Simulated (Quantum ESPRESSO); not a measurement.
**Pt: equation of state with PBE**

The system is Pt.

```xyz
1
Lattice="0.0000 1.9700 1.9700 1.9700 0.0000 1.9700 1.9700 1.9700 0.0000" Properties=species:S:1:pos:R:3 pbc="T T T"
Pt    0.0000    0.0000    0.0000
```

The cell was built by a generator and needn't be a form met in nature.

* Program: Quantum ESPRESSO 7.5
* Task: equation of state
* Functional: PBE
* Potentials or basis: GBRV 1.5 PBE
* Cutoff: 612 eV
* Density cutoff: 4898 eV
* k mesh: 20 × 20 × 20
* Occupations: methfessel-paxton, width 0.2 eV
* Spin: no spin polarisation
* Mixing beta: 0.5
* Most SCF iterations: 120
* SCF threshold: 2e-10 Ry

```
Equilibrium volume                      : 15.60 Å³/atom
Bulk modulus                            : 250 GPa
Pressure derivative of the bulk modulus : 5.4
```

Energy against volume, from the lowest point:
```tsv
volume (Å³/atom)	energy (meV/atom)
14.373	90.28
14.679	48.73
14.985	20.87
15.291	5.09
15.597	0.00
15.902	4.30
16.208	16.87
```

All runs of the series together: 3.5 min on 1 thread of Intel(R) Xeon(R) Platinum 8375C CPU @ 2.90GHz (Ice Lake), with other jobs on the host.

The run has no spin-orbit coupling, so splittings on Pt are missing.
